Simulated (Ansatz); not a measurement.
MnPt2, 3 atoms in the cell. It takes space group P-3m1 (No. 164, trigonal). The conventional cell has a = 2.858 Å, b = 2.858 Å, c = 6.533 Å, α = 90.00°, β = 90.00°, γ = 120.00°. Pt (site symmetry 3m) is surrounded by 3 Mn at 2.64 Å and 9 Pt at 2.86 to 2.91 Å. Around Mn (site symmetry -3m) lie 6 Pt at 2.64 Å and 6 Mn at 2.86 Å. The cell comes from a database or a generator and needn't be the stable form of this composition.

```yaml
Program: Ansatz 0.2.0
Task: single point
Functional: PBE
Potentials_or_basis: JTH PAW
Cutoff: "1290 eV (not typed: the program's choice for these potentials)"
k_mesh: 11 × 11 × 4
Occupations: fermi-dirac, width 0.05 eV
Spin: collinear spin, ferromagnetic start
Starting_moments: "[0.0, 0.0, 4.0] μB"
```

Potentials or basis: JTH PAW.

Command:

```console
$ ansatz run input.yaml --threads 2 --pin off --max-ram 5632MiB --backend cpu --events-out ev --progress --plain --runs-dir out
```

Hardware: 2 threads of Arm Neoverse V1, on a shared host.

Estimate the wall time of this run.

Run time: 36 s on 2 threads of Arm Neoverse V1 (shared host), peak memory 0.79 GiB. Counts: scf iterations 15, plane waves 4857, k points 58, bands 24.
